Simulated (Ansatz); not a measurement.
# SnBrCl: taking an electron away

One table from this session's results is given with a row withheld; the runs are named, their logs left out.

Computed with Ansatz 0.2.0, Gaussian basis. Level: unrestricted cation, the program's frozen cores in correlated methods.

The runs, in order: UKS PBE-D4/def2-TZVPP; UKS r2SCAN-D4/def2-TZVPP; UKS PBE0-D4/def2-TZVPP; UKS B3LYP-D4/def2-TZVPP; UKS wB97X-V/def2-TZVPP; UKS wB97M-V/def2-TZVPP; UKS B2PLYP/def2-TZVPP; UHF-CCSD(T)/def2-TZVPP; UHF-MP2/def2-QZVPP; extrapolation to the limit; then −ε(HOMO) from the neutral's earlier runs with LDA (SPW92), PBE-D4, revPBE-D4, BLYP-D4, r2SCAN-D4, B97M-V, PBE0-D4, B3LYP-D4, r2SCANh-D4, r2SCAN0-D4, HSE06-D4, BHLYP-D4, CAM-B3LYP-D4, LC-ωPBE, ωB97X-V, ωB97M-V.

## The relaxed structure

All runs share one geometry, relaxed beforehand with PBE0-D4 in a triple-zeta def2 set. Sn takes the def2 core potential; no spin-orbit term is included.

SMILES `[Cl][Sn][Br]`, 3 atoms, charge 0, spin multiplicity 1.

Atoms are counted from 1 here; the program's logs count them from 0.

Bond lengths: Cl1–Sn2 2.363 Å, Sn2–Br3 2.518 Å. Angles: Cl1–Sn2–Br3 98.8°.

As a file:

```
Cl    0.58052    1.71084    0.49518
Sn   -0.92695    0.17687   -0.48482
Br    0.33553   -1.95251   -0.02356
```

The first run:

The input, in.yaml:

```yaml
crystal:
  periodic: [false, false, false]
  atoms:
    - {symbol: Cl, position_ang: [0.580523, 1.710844, 0.495184]}
    - {symbol: Sn, position_ang: [-0.926950, 0.176870, -0.484822]}
    - {symbol: Br, position_ang: [0.335528, -1.952514, -0.023563]}
basis:
  gaussian: {orbitals: def2-TZVPP}
total_charge: 1
magnetization: {spin_polarized: true, initial_magnetization: 1}
hamiltonian: {xc: pbe, dispersion: d4}
```

On the command line:

```sh
$ ansatz run in.yaml --threads 4 --pin off --events-out ev --progress --plain --max-ram 10444MiB
```

Steps of the session up to this table: Cation, UKS PBE-D4/def2-TZVPP; Cation, UKS r2SCAN-D4/def2-TZVPP; Cation, UKS PBE0-D4/def2-TZVPP; Cation, UKS B3LYP-D4/def2-TZVPP; Cation, UKS wB97X-V/def2-TZVPP; Cation, UKS wB97M-V/def2-TZVPP; Cation, UKS B2PLYP (frozen core)/def2-TZVPP; Cation, UHF-CCSD(T)/def2-TZVPP; Cation, UHF-MP2/def2-QZVPP.

One table of the session follows, with a row left open; its other results are not shown here.

For comparison, −ε(HOMO) of the neutral from earlier runs:

```
  functional  −ε(HOMO) (eV)
 LDA (SPW92)           7.00
      PBE-D4           6.80
   revPBE-D4           6.73
     BLYP-D4           6.65
   r2SCAN-D4           7.10
      B97M-V           7.00
     PBE0-D4           7.86
    B3LYP-D4           7.66
  r2SCANh-D4           7.49
  r2SCAN0-D4           8.06
    HSE06-D4           7.47
    BHLYP-D4           8.76
CAM-B3LYP-D4           9.06
     LC-ωPBE              ?
     ωB97X-V           9.96
     ωB97M-V           9.86
```

Estimate the missing values for LC-ωPBE.

As computed: −ε(HOMO) (eV): 10.26. In the column «−ε(HOMO) (eV)» it is the highest.
